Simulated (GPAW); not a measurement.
Set up this calculation in GPAW 26.7.0, as an ASE script.

```yaml
Task: band structure
Functional: LDA
Potentials_or_basis: the program's PAW data sets (release 1.2.1) made for this functional
Cutoff: 800 eV
Basis: pw
k_mesh: 9 × 9 × 9
Occupations: fermi-dirac, width 0.05 eV
Spin: no spin polarisation
Maxiter: 150
Band_path: GXMGRX,MR
Band_points: 100
```

The structure of SiF lies in POSCAR:

```
SiF
1.0
    3.0286000000      0.0000000000      0.0000000000
    0.0000000000      3.0286000000      0.0000000000
    0.0000000000      0.0000000000      3.0286000000
Si F
1 1
Direct
    0.5000000000      0.5000000000      0.5000000000
    0.0000000000      0.0000000000      0.0000000000
```

The cell was built by a generator and needn't be a form met in nature.

One way to write it, as run:

run.py

```python
from ase.dft.bandgap import bandgap
from ase.io import read, write
from ase.units import Bohr, GPa
from gpaw import GPAW, PW
from gpaw.elf import elf_from_dft_calculation

atoms = read('POSCAR')

calc = GPAW(mode=PW(800),
            xc='LDA',
            kpts={'size': (9, 9, 9), 'gamma': True},
            occupations={'name': 'fermi-dirac', 'width': 0.05},
            nbands=13,
            convergence={'density': 1e-05, 'energy': 1e-05},
            maxiter=150,
            txt='gpaw.txt')
atoms.calc = calc
energy = atoms.get_potential_energy()
forces = atoms.get_forces()
stress = atoms.get_stress()
calc.write('gs.gpw')
write('result.traj', atoms)
print(f'Energy: {energy:.6f} eV')
print('Forces (eV/A):')
print(forces.round(4))
print('Stress (GPa):', (stress / GPa).round(3))
print('Fermi level:', round(calc.get_fermi_level(), 4), 'eV')
print(f'Gap: {bandgap(calc)[0]:.4f} eV, direct: {bandgap(calc, direct=True)[0]:.4f} eV')

# fields on the real-space grid
write('density.cube', atoms, data=calc.get_pseudo_density() * Bohr**3)
write('potential.cube', atoms, data=calc.get_electrostatic_potential())
write('elf.cube', atoms, data=elf_from_dft_calculation(calc).data)

path = atoms.cell.bandpath('GXMGRX,MR', npoints=100, eps=1e-4)
bs_calc = calc.fixed_density(kpts=path, symmetry='off', nbands=21,
                             convergence={'bands': 'CBM+6.0', 'eigenstates': 1e-6}, txt='bands.txt')
bs = bs_calc.band_structure()
bs.write('bs.json')
print(f'Gap on the path: {bandgap(bs_calc)[0]:.4f} eV')
```

Potentials or basis: the program's PAW data sets (release 1.2.1) made for this functional, pw.

Command:

```bash
$ OMP_NUM_THREADS=1 python run.py
```

It gave:

- Pressure: -6.8 GPa
- Band gap along the path: none (metal or under the smearing width)

Caveat: an odd number of electrons without spin polarisation forces a metal; a magnetic or distorted state may lie lower.

Run time: 25 s on 1 thread of Arm Neoverse V1, with other jobs on the host, peak memory 0.24 GiB.
